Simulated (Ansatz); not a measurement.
Predict the output of the script below (the Ansatz DFT code, driven from Python).

Script `restart.py`:
```python
# -*- coding: utf-8 -*-
"""Two stages for Li3Mg: converge the density, then read it back for bands."""

import argparse
import warnings

import ansatz as az

MESH = (4, 4, 4)
OCCUPATIONS = "fermi_dirac"


def main():
    warnings.simplefilter("ignore", az.DeckWarning)

    structure = (
        az.Lattice.of([6.090956, 0.0, 0.0], [-3.045478, 5.274923, 0.0], [0.0, 0.0, 5.011544])
        .atom("Li", [0.333555, 0.166777, 0.25])
        .atom("Li", [0.833223, 0.166777, 0.25])
        .atom("Li", [0.833223, 0.666445, 0.25])
        .atom("Li", [0.666445, 0.833223, 0.75])
        .atom("Li", [0.166777, 0.333555, 0.75])
        .atom("Li", [0.166777, 0.833223, 0.75])
        .atom("Mg", [1 / 3, 2 / 3, 0.25])
        .atom("Mg", [2 / 3, 1 / 3, 0.75])
    )

    parser = argparse.ArgumentParser()
    parser.add_argument("stage", choices=["scf", "bands"])
    stage = parser.parse_args().stage
    base = structure.calculation()
    base = base.functional(az.Functional.LDA).pseudopotentials("paw")
    base = base.kpoints(*MESH).occupations(OCCUPATIONS)
    if stage == "scf":
        report = base.checkpoint(write="state").run(threads=1).report
        print(f"F = {report['free_energy_ev']:.5f} eV after {report['n_iterations']} iterations, saved")
    else:
        points = {"G": (0.0, 0.0, 0.0), "M": (0.5, 0.0, 0.0), "K": (0.33333, 0.33333, 0.0), "A": (0.0, 0.0, 0.5), "L": (0.5, 0.0, 0.5)}
        res = base.checkpoint(read="state", post_process_only=True).band_structure(list(points.values()), intervals=1).run(threads=1)
        bands = res.band_structure()
        for label, levels in zip(points, bands.channels[0].eigenvalues_ev - bands.fermi_energy_ev):
            print(f"{label:3s}", " ".join(f"{e:7.3f}" for e in levels if abs(e) < 6))


if __name__ == "__main__":
    main()
```

```console
$ python restart.py scf
F = -5013.40120 eV after 7 iterations, saved
```

```console
$ python restart.py bands
G    -4.743  -0.811  -0.674  -0.674  -0.530  -0.400   0.592   0.592   1.855   4.157   4.237   4.237   4.892
M    -3.937  -3.382  -1.382  -1.088   0.682   0.842   2.119   2.452   2.581   2.668   3.225   3.241   3.242
K    -3.567  -3.567  -2.465   0.841   1.108   1.108   1.371   1.503   1.503   2.417   2.417   2.885   5.779
A    -3.536  -3.536   0.129   0.129   0.129   0.129   0.349   0.349   1.851   1.851   2.914   2.914   2.914
L    -2.907  -2.907  -1.843  -1.843  -0.066  -0.066  -0.030  -0.030   3.970   3.970   4.324   4.324   5.485
```

Absolute energies stand on the zero of these potentials, so only differences at equal settings mean something. A total without «per atom» is that of the cell as typed. The computed bands are complete only to about 2.9 eV above the Fermi level. For a metal this k-point mesh is coarse: on a finer one energies can move by several to tens of meV an atom and pressures by half a GPa or more, differences at one mesh by less. The structure comes from a database of computed cells and needn't be a stable or known phase. Gaps and levels are Kohn-Sham values on a finite set of k-points. Hardware and time: 4.4 s on 1 thread of Arm Neoverse V2, on a shared host, peak memory 0.41 GiB.

(A comment or docstring line of the script was reworded after the run, the code is as it ran; lines on the test bed's own set-up are left out of the output.)
